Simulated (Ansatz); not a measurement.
# In2Sb: the cost of one run

Program: Ansatz 0.2.0. Level of theory: DFT LDA, scalar-relativistic, plane waves, PAW. These are calculated values, not measurements.

3 further runs of the same task are left out: 1 for a known fault of the program, 2 that didn't finish.

## (1) The structure to begin with

The structure is hexagonal, space group P6_3/mmc (No. 194). Conventional cell: a = 5.447 Å, b = 5.447 Å, c = 6.560 Å, α = 90.00°, β = 90.00°, γ = 120.00°. In (site symmetry -6m2) has 5 Sb at 3.14 to 3.28 Å and 6 In at 3.55 Å as nearest neighbours. In (site symmetry -3m) has 8 In at 3.28 to 3.55 Å and 6 Sb at 3.55 Å as nearest neighbours. Around Sb (site symmetry -6m2) lie 11 In at 3.14 to 3.55 Å.

As a file:

```xyz
6
Lattice="5.4468 0.0000 0.0000 -2.7234 4.7170 0.0000 0.0000 0.0000 6.5601" Properties=species:S:1:pos:R:3 pbc="T T T"
In    2.7234    1.5723    1.6400
In    0.0000    3.1447    4.9201
In    0.0000    0.0000    3.2801
In    0.0000    0.0000    0.0000
Sb    2.7234    1.5723    4.9201
Sb    0.0000    3.1447    1.6400
```

It goes back to an entry of the Materials Project, which need not be the stable form.

This cell was relaxed beforehand with the same method: volume 28.09 Å³/atom, gap on the mesh none (metal).

## (2) Relaxing with LDA

input.yaml

```yaml
crystal:
  lattice:
    - [5.4467532897, 0.0, 0.0]
    - [-2.7233766449, 4.717026717, 0.0]
    - [0.0, 0.0, 6.5601075014]
  atoms:
    - { symbol: In, position: [0.6666666667, 0.3333333333, 0.25] }
    - { symbol: In, position: [0.3333333333, 0.6666666667, 0.75] }
    - { symbol: In, position: [0.0, 0.0, 0.5] }
    - { symbol: In, position: [0.0, 0.0, 0.0] }
    - { symbol: Sb, position: [0.6666666667, 0.3333333333, 0.75] }
    - { symbol: Sb, position: [0.3333333333, 0.6666666667, 0.25] }
basis:
  ecutwfc: 420
kpoints:
  mp_grid: { grid: [12, 12, 6] }
hamiltonian:
  xc: lda
scf:
  occupations: { method: gaussian, width: 0.1 }
output:
  forces: true
  stress: true
  eigenvalues: true
relax:
  adjacent_minimum: "off"
  f_tol: 0.005
  max_steps: 50
  cell: { stress_tol: 0.05 }
```

Started as:

```bash
> ansatz run input.yaml --threads 1 --pin off --max-ram 2560MiB --backend cpu --events-out ev --progress --plain --runs-dir out
```

What time and memory should one allow on 1 thread of Intel Xeon 6975P-C (Granite Rapids), shared host?

About 77 s, with a peak of 0.74 GiB.
